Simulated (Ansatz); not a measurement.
What does this script print? It uses Ansatz's Python interface.

`scf_yscb2o6.py`:
```python
"""Single point of YScB2O6."""

from pathlib import Path
import warnings

import ansatz as az
from ase import Atoms
import numpy as np
from pymatgen.core import Structure
from pymatgen.symmetry.analyzer import SpacegroupAnalyzer

warnings.simplefilter("ignore", az.DeckWarning)

atoms = Atoms(
    ["Y", "Sc", "B", "B", "O", "O", "O", "O", "O", "O"],
    scaled_positions=[
        (0.5, 0.5, 0.5),
        (0.0, 0.0, 0.0),
        (0.25501, 0.25501, 0.25501),
        (0.74499, 0.74499, 0.74499),
        (0.23354, 0.54588, 0.98155),
        (0.98155, 0.23354, 0.54588),
        (0.54588, 0.98155, 0.23354),
        (0.01845, 0.76646, 0.45412),
        (0.45412, 0.01845, 0.76646),
        (0.76646, 0.45412, 0.01845),
    ],
    cell=[
        (2.45526, 1.41754, 5.37302),
        (-2.45526, 1.41754, 5.37302),
        (0.0, -2.83509, 5.37302),
    ],
    pbc=True,
)
cell = az.Crystal.from_ase(atoms)

# functional, basis and sampling
base = (
    cell.calculation()
    .functional("lda")
    .kpoints(mesh=(4, 4, 4))
    .occupations(az.OccupationsMethod.FIXED)
    .density()
    .potential()
    .electron_localization_function()
    .output_files(volumetric_format="npy")
)
out = base.run(threads=1, pin="off")
summary = out.report

print("%-22s %14.5f eV" % ("F = E - TS", summary["free_energy_ev"]))
print("%-22s %14.5f eV" % ("E", summary["internal_energy_ev"]))
print("%-22s %14.5f eV" % ("Harris-Foulkes", summary["harris_foulkes_ev"]))
print("%-22s %14.5f eV" % ("Fermi level", summary["fermi_energy_ev"]))

print(len(summary["kpoints_frac"]), "irreducible k-points (fractions, weight)")
for k, weight in list(zip(summary["kpoints_frac"], summary["kweights"]))[:8]:
    print("  {:8.4f} {:8.4f} {:8.4f}".format(*k), f"{weight:10.6f}")

final = Structure(out.lattice.cell_ang, [s.symbol for s in out.lattice.sites], [s.position_frac for s in out.lattice.sites])
analyser = SpacegroupAnalyzer(final, symprec=0.01)
standard = analyser.get_conventional_standard_structure()
print(analyser.get_crystal_system(), analyser.get_space_group_symbol(), len(standard), "atoms in the conventional cell")
print("a b c (A):", [round(x, 4) for x in standard.lattice.abc], " angles:", [round(x, 2) for x in standard.lattice.angles])
print(f"mass density {float(final.density):.3f} g/cm^3")

folder = Path(out.write_results("fields"))
print("densities in e/A^3, potentials in eV, ELF without unit")
for name in sorted(p.name for p in folder.glob("*.npy")):
    field = np.load(folder / name)
    print(f"{name:16s} {str(field.shape):16s} min {field.min():10.4f}  mean {field.mean():10.4f}  max {field.max():10.4f}")
```

`python scf_yscb2o6.py` gives:
```text
F = E - TS                -9481.85131 eV
E                         -9481.85131 eV
Harris-Foulkes            -9481.85131 eV
Fermi level                   6.09182 eV
14 irreducible k-points (fractions, weight)
    0.0000   0.0000   0.0000   0.015625
    0.0000   0.0000   0.2500   0.093750
    0.0000   0.0000  -0.5000   0.046875
    0.0000   0.2500   0.2500   0.093750
    0.0000   0.2500  -0.5000   0.093750
    0.0000   0.2500  -0.2500   0.093750
    0.0000  -0.5000   0.2500   0.093750
    0.0000  -0.5000  -0.5000   0.046875
trigonal R-3 30 atoms in the conventional cell
a b c (A): [4.9105, 4.9105, 16.1191]  angles: [90.0, 90.0, 120.0]
mass density 3.722 g/cm^3
densities in e/A^3, potentials in eV, ELF without unit
elf.npy          (45, 45, 45)     min     0.0005  mean     0.3224  max     0.8712
rho.npy          (45, 45, 45)     min     0.0247  mean     0.5704  max     7.6501
v_es.npy         (45, 45, 45)     min   -83.9738  mean     3.1933  max    13.0522
v_tot.npy        (45, 45, 45)     min  -108.9641  mean    -7.6609  max     7.1699
```

Notes:
- Total energies depend on the potentials; only differences at equal settings carry meaning. A total without «per atom» is that of the cell as typed.
- Spin is left out of this run.
- Under fixed occupations the level called the Fermi level is the highest filled one on the SCF mesh; off the mesh a filled band can lie a little above it.
- The zero of the levels is a convention of the potentials, so an absolute Fermi energy is no work function.
- The fields are valence quantities on the plane-wave grid; their values near the nuclei depend on the potentials.
- The structure comes from a database of computed cells and needn't be a stable or known phase.
- Hardware and time: 4.4 s on 1 thread of Arm Neoverse V2, on a shared host, peak memory 0.5 GiB.

(Lines on the test bed's own set-up are left out of the output.)
